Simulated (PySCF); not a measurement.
# Solver options tried on TlSe⁺ (triplet)

Aim: find out which solver settings change the answer for TlSe⁺ (triplet).

Computed with PySCF 2.14.0. Level: each script names its method and basis.

3 further runs of the same task are left out: 3 that didn't finish.

### Step 1. Starting geometry

TlSe⁺ (triplet): 2 atoms, charge 1, spin multiplicity 3.

Bond lengths: Tl1–Se2 2.381 Å.

### Step 2. The base run

input.py

```python
from pyscf import gto, scf, mp

mol = gto.M(
    atom='Tl 0 0 0; Se 0 0 2.381',
    basis='sbkjc',
    ecp={'Tl': 'sbkjc', 'Se': 'sbkjc'},
    charge=1,
    spin=2,
    verbose=4,
)
mf = scf.UHF(mol)
mf.kernel()
mp.MP2(mf, frozen=4).kernel()
mf.dip_moment()
print('orbital energies (hartree):', [e[max(0, n-3):n+3].round(4) for e, n in zip(mf.mo_energy, mol.nelec)])
```

Command:

```bash
OMP_NUM_THREADS=1 python input.py
```

Its log is not repeated here.

In short: E(SCF) = -180.615098 Eh, 13 cycles, E(MP2) − E(SCF) = -0.10739 Eh, ⟨S²⟩ = 2.035.

The bond length is a typed value, not an optimised one. The dipole of an ion depends on the origin. The triplet is typed in the script; nothing here shows that it is the ground state.

### Step 3. Convergence threshold 1e-13 hartree

Run 1 changes convergence threshold: default → 1e-13 hartree.

input.py

```python
from pyscf import gto, scf, mp

mol = gto.M(
    atom='Tl 0 0 0; Se 0 0 2.381',
    basis='sbkjc',
    ecp={'Tl': 'sbkjc', 'Se': 'sbkjc'},
    charge=1,
    spin=2,
    verbose=4,
)
mf = scf.UHF(mol)
mf.conv_tol = 1e-13
mf.kernel()
mp.MP2(mf, frozen=4).kernel()
mf.dip_moment()
print('orbital energies (hartree):', [e[max(0, n-3):n+3].round(4) for e, n in zip(mf.mo_energy, mol.nelec)])
```

Command:

```bash
OMP_NUM_THREADS=1 python input.py
```

### Step 4. Damping 0.8

Run 2 changes damping: none → 0.8.

Edit input.py of step 2 so:

```diff
@@ -11,2 +11,4 @@
 mf = scf.UHF(mol)
+mf.damp = 0.8
+mf.diis_start_cycle = 8
 mf.kernel()
```

### Step 5. DIIS space 12

Run 3 changes DIIS space: default → 12.

Edit input.py of step 2 so:

```diff
@@ -11,2 +11,3 @@
 mf = scf.UHF(mol)
+mf.diis_space = 12
 mf.kernel()
```

Q: Predict the outcome of this session. Wanted: for each run, E(SCF); from base; gap, α spin; after the SCF.

**Answer**, as computed:

| run | E(SCF) (hartree) | from base (eV) | cycles | gap, α spin (eV) | after the SCF |
| --- | --- | --- | --- | --- | --- |
| base | -180.615098 | 0 | 13 | 11.11 | MP2 correlation -2.922 eV, core frozen |
| convergence threshold 1e-13 hartree | -180.615098 | 0.0000 | 18 | 11.11 | MP2 correlation -2.922 eV, core frozen |
| damping 0.8 | -180.615098 | 0.0000 | 17 | 11.11 | MP2 correlation -2.922 eV, core frozen |
| DIIS space 12 | -180.615098 | 0.0000 | 13 | 11.11 | MP2 correlation -2.922 eV, core frozen |

Distance from each run's final energy (log10 hartree) by cycle:

| run | cycle 1 | cycle 2 | cycle 3 | cycle 5 | cycle 8 | cycle 12 |
| --- | --- | --- | --- | --- | --- | --- |
| base | 0.6 | 0.6 | -0.9 | -2.3 | -4.5 | -9.3 |
| convergence threshold 1e-13 hartree | 0.6 | 0.6 | -0.9 | -2.3 | -4.5 | -9.2 |
| damping 0.8 | 0.6 | -0.3 | -0.7 | -1.3 | -2.4 | -4.7 |
| DIIS space 12 | 0.6 | 0.6 | -0.9 | -2.3 | -4.5 | -9.3 |

What this shows: The SCF energy stays the same, to the digits that matter, with convergence threshold 1e-13 hartree or damping 0.8 or DIIS space 12. The base needs 13 cycles and the run with damping 0.8 needs 17.
